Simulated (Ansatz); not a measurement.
**ClF₂H₃OSi₂: basis-set convergence**

How large a basis does ClF₂H₃OSi₂ need? Two functionals are run in growing sets.

Method: one geometry, several basis sets; program: Ansatz 0.2.0, Gaussian basis.

The runs, in order: PBE0-D4/def2-SVP; ωB97M-V/def2-SVP; PBE0-D4/def2-QZVPP; ωB97M-V/def2-QZVPP; the functionals' def2-TZVPP values are taken from earlier runs.

## (1) The geometry

The geometry comes from an earlier relaxation with PBE0-D4 in a triple-zeta def2 set; it is a stationary point, not always the lowest conformer.

SMILES `F[SiH](F)O[SiH2]Cl`, 9 atoms, charge 0, spin multiplicity 1.

Atoms are counted from 1 here; the program's logs count them from 0.

Bond lengths: F1–Si2 1.580 Å, Si2–F3 1.578 Å, Si2–O4 1.608 Å, Si2–H7 1.464 Å, O4–Si5 1.629 Å, Si5–Cl6 2.047 Å, Si5–H8 1.475 Å, Si5–H9 1.476 Å. Angles: F1–Si2–F3 107.4°, F1–Si2–O4 109.7°, F1–Si2–H7 109.5°, F3–Si2–O4 108.0°, F3–Si2–H7 109.6°, O4–Si2–H7 112.5°, Si2–O4–Si5 151.4°, O4–Si5–Cl6 109.6°, O4–Si5–H8 108.2°, O4–Si5–H9 109.8°, Cl6–Si5–H8 108.3°, Cl6–Si5–H9 108.0°, H8–Si5–H9 112.9°.

## (2) PBE0-D4 in def2-SVP

Input file in.yaml:

```yaml
crystal:
  periodic: [false, false, false]
  atoms:
    - {symbol: F, position_ang: [-1.647412, -1.621528, -0.415071]}
    - {symbol: Si, position_ang: [-0.082781, -1.459684, -0.566059]}
    - {symbol: F, position_ang: [0.588544, -2.722125, 0.100636]}
    - {symbol: O, position_ang: [0.407686, -0.154636, 0.235239]}
    - {symbol: Si, position_ang: [0.227375, 1.401029, 0.682767]}
    - {symbol: Cl, position_ang: [-0.448330, 2.498165, -0.907712]}
    - {symbol: H, position_ang: [0.269354, -1.409245, -1.986341]}
    - {symbol: H, position_ang: [1.549089, 1.922721, 1.077712]}
    - {symbol: H, position_ang: [-0.775023, 1.499103, 1.761828]}
basis:
  gaussian: {orbitals: def2-SVP}
hamiltonian: {xc: pbe0, dispersion: d4}
output: {orbitals: {seedname: orbitals}}
```

Run with:

```bash
> ansatz run in.yaml --threads 4 --pin off --events-out ev --progress --plain --max-ram 10444MiB
```

The runs that follow: ωB97M-V in def2-SVP; PBE0-D4 in def2-QZVPP; ωB97M-V in def2-QZVPP.

**Question.** What will the summary of the whole plan be? Wanted: PBE0-D4: double and triple zeta above quadruple; ωB97M-V: double and triple zeta above quadruple.

**Answer**, as computed:

| quantity | value |
| --- | --- |
| PBE0-D4: double and triple zeta above quadruple | 21.36, 1.37 eV |
| ωB97M-V: double and triple zeta above quadruple | 21.38, 1.28 eV |

For PBE0-D4 the step from double to triple zeta gains 19.99 eV and the next only 1.37 eV. These are total energies; as a rule much of such shifts cancels in differences, which this series doesn't test. The LUMO of ωB97M-V is positive and keeps falling with the basis (2.57 to 1.44 eV): an unbound level that the basis holds in place.
